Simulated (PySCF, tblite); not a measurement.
# C₄H₉N₂P: geometry, infrared bands and NMR shifts

Aim: predict the infrared bands and NMR shifts of C₄H₉N₂P (`CP(N)CCC#N`).

Programs: tblite 0.8.0 and PySCF 2.14.0, with density-fitted response routines of our own. Each step states its level of theory. These are calculated values for one molecule in the gas phase, unless marked as measured. Atoms are numbered from 0 throughout.

### Step 1. The starting structure

16 atoms, charge 0, multiplicity 1; geometry from: force field or distance geometry start.

Bonds of the start (Å): C0–P1 1.83, P1–N2 1.73, P1–C3 1.82, C3–C4 1.53, C4–C5 1.47, C5–N6 1.17, C0–H7 1.10, C0–H8 1.12, C0–H9 1.12, N2–H10 1.04, N2–H11 1.07, C3–H12 1.10, C3–H13 1.11, C4–H14 1.09, C4–H15 1.13.

### Step 2. Optimising the geometry with GFN2-xTB

The job: settings as JSON, then the geometry in Å.

```
{"job": {"kind": "relax", "xc": "GFN2-xTB", "basis": "xTB"}, "charge": 0, "multiplicity": 1}
C     -1.496200    -1.396000     0.356400
P     -1.059400     0.191100    -0.446500
N     -1.982100     1.597200    -0.051000
C      0.698200     0.407200    -0.872400
C      1.579900    -0.062200     0.284200
C      3.007600     0.092900    -0.026800
N      4.140600     0.215600    -0.283900
H     -2.319300    -1.361200     1.092500
H     -0.642600    -1.877600     0.905600
H     -1.734700    -2.116500    -0.469700
H     -1.721800     2.149800     0.787300
H     -3.039700     1.424800    -0.067200
H      0.900200    -0.220100    -1.752300
H      0.991500     1.440700    -1.150500
H      1.310700    -1.095900     0.520000
H      1.359500     0.619100     1.162700
```

The run is started by

```sh
> OMP_NUM_THREADS=1 python probes_run.py task.json out
```

The driver reads the jobs from task.json and runs them one after another.

**Question.** This job is followed by: GFN2-xTB harmonic vibrations, gas phase; GIAO PBE0/pcSseg-1 NMR shielding, non-relativistic, gas phase. Predict these results of the whole session: strongest single infrared mode (GFN2-xTB); zero-point energy (GFN2-xTB); 13C shifts against TMS (PBE0/pcSseg-1); 1H shifts against TMS (PBE0/pcSseg-1, means over atoms taken as alike); 31P shifts against H3PO4 (PBE0/pcSseg-1); 15N shifts against NH3 (PBE0/pcSseg-1); surface potential, 1st and 99th percentile.

The runs gave:

```
                                                              quantity                        value
                             strongest single infrared mode (GFN2-xTB)        2408 cm⁻¹, 272 km/mol
                                          zero-point energy (GFN2-xTB)                79.4 kcal/mol
                                13C shifts against TMS (PBE0/pcSseg-1)   126.3, 33.0, 16.9, 5.2 ppm
1H shifts against TMS (PBE0/pcSseg-1, means over atoms taken as alike)  2.75, 1.78, 1.13, -0.07 ppm
                              31P shifts against H3PO4 (PBE0/pcSseg-1)                     20.9 ppm
                                15N shifts against NH3 (PBE0/pcSseg-1)              296.5, 29.1 ppm
                                 surface potential, 1st and 99th percentile           -1.94 V and 1.85 V
```

In words: Over 113 steps the energy fell by 2.351 eV; of the close pairs, N2–H11 changed most, 1.072 to 1.017 Å. All 42 modes are real, so the xTB geometry is a minimum. The strongest single mode, at 2408 cm⁻¹, moves mainly C5 and N6. Unscaled tight-binding wavenumbers are off by several per cent, some by more. Its intensities can rank the bands wrongly. At PBE0/pcSseg-1: The largest span, 498 ppm, is at N6, where the paramagnetic term is -369 ppm.
